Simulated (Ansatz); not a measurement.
# C₄H₆Cl₂Si: how energies converge with the basis set

The task here is to estimate one member of a computed series from the others.

Computed with Ansatz 0.2.0, Gaussian basis. Level: one geometry, several basis sets.

The runs, in order: PBE0-D4/def2-SVP; ωB97M-V/def2-SVP; PBE0-D4/def2-QZVPP; ωB97M-V/def2-QZVPP; the functionals' def2-TZVPP values are taken from earlier runs.

### The geometry

All runs share one geometry, relaxed beforehand with PBE0-D4 in a triple-zeta def2 set.

SMILES `C=C[Si](Cl)(Cl)C=C`, 13 atoms, charge 0, spin multiplicity 1.

Atoms are counted from 1 here; the program's logs count them from 0.

Bond lengths: C1–C2 1.330 Å, C1–H8 1.086 Å, C1–H9 1.086 Å, C2–Si3 1.848 Å, C2–H10 1.088 Å, Si3–Cl4 2.055 Å, Si3–Cl5 2.055 Å, Si3–C6 1.847 Å, C6–C7 1.330 Å, C6–H11 1.088 Å, C7–H12 1.086 Å, C7–H13 1.086 Å. Angles: C2–C1–H8 122.0°, C2–C1–H9 121.8°, H8–C1–H9 116.1°, C1–C2–Si3 123.5°, C1–C2–H10 119.0°, Si3–C2–H10 117.5°, C2–Si3–Cl4 107.8°, C2–Si3–Cl5 110.0°, C2–Si3–C6 114.6°, Cl4–Si3–Cl5 106.9°, Cl4–Si3–C6 109.7°, Cl5–Si3–C6 107.6°, Si3–C6–C7 123.7°, Si3–C6–H11 117.3°, C7–C6–H11 118.9°, C6–C7–H12 122.0°, C6–C7–H13 121.8°, H12–C7–H13 116.2°.

Geometry (Å):

```xyz
13
C4H6Cl2Si
C     0.70246   -0.09471    1.86941
C     0.16018    0.94237    1.23754
Si    0.04516    1.06831   -0.60255
Cl   -1.50964    2.33531   -1.04798
Cl    1.75176    1.93075   -1.35518
C    -0.19572   -0.54411   -1.47032
C    -0.74299   -1.61406   -0.90080
H     1.10494   -0.94921    1.33360
H     0.77433   -0.13183    2.95253
H    -0.22205    1.77545    1.82373
H     0.11531   -0.60273   -2.51151
H    -1.07594   -1.60815    0.13259
H    -0.88739   -2.54208   -1.44635
```

Set-up of the first run:

The input, in.yaml:

```yaml
crystal:
  periodic: [false, false, false]
  atoms:
    - {symbol: C, position_ang: [0.702457, -0.094714, 1.869407]}
    - {symbol: C, position_ang: [0.160175, 0.942367, 1.237536]}
    - {symbol: Si, position_ang: [0.045160, 1.068306, -0.602546]}
    - {symbol: Cl, position_ang: [-1.509636, 2.335313, -1.047983]}
    - {symbol: Cl, position_ang: [1.751761, 1.930755, -1.355183]}
    - {symbol: C, position_ang: [-0.195722, -0.544106, -1.470317]}
    - {symbol: C, position_ang: [-0.742990, -1.614064, -0.900797]}
    - {symbol: H, position_ang: [1.104938, -0.949210, 1.333597]}
    - {symbol: H, position_ang: [0.774333, -0.131834, 2.952530]}
    - {symbol: H, position_ang: [-0.222053, 1.775448, 1.823731]}
    - {symbol: H, position_ang: [0.115310, -0.602731, -2.511513]}
    - {symbol: H, position_ang: [-1.075941, -1.608151, 0.132587]}
    - {symbol: H, position_ang: [-0.887391, -2.542079, -1.446351]}
basis:
  gaussian: {orbitals: def2-SVP}
hamiltonian: {xc: pbe0, dispersion: d4}
output: {orbitals: {seedname: orbitals}}
```

Started as:

```console
> ansatz run in.yaml --threads 4 --pin off --events-out ev --progress --plain --max-ram 11315MiB
```

Among the steps run: PBE0-D4 in def2-SVP; ωB97M-V in def2-SVP; PBE0-D4 in def2-QZVPP; ωB97M-V in def2-QZVPP.

One table of the session follows, with a row left open; its other results are not shown here.

It belongs to the step «Density functionals: the series». 

| functional | basis | HOMO (eV) |
| --- | --- | --- |
| PBE0-D4 | def2-SVP | -8.29 |
| PBE0-D4 | def2-TZVPP | -8.35 |
| PBE0-D4 | def2-QZVPP | -8.37 |
| ωB97M-V | def2-SVP | -10.50 |
| ωB97M-V | def2-TZVPP | -10.58 |
| ωB97M-V | def2-QZVPP | ? |

Q: Estimate the row for ωB97M-V, def2-QZVPP from the others.

**Answer.** HOMO (eV): -10.60. In the column «HOMO (eV)» it is the lowest.
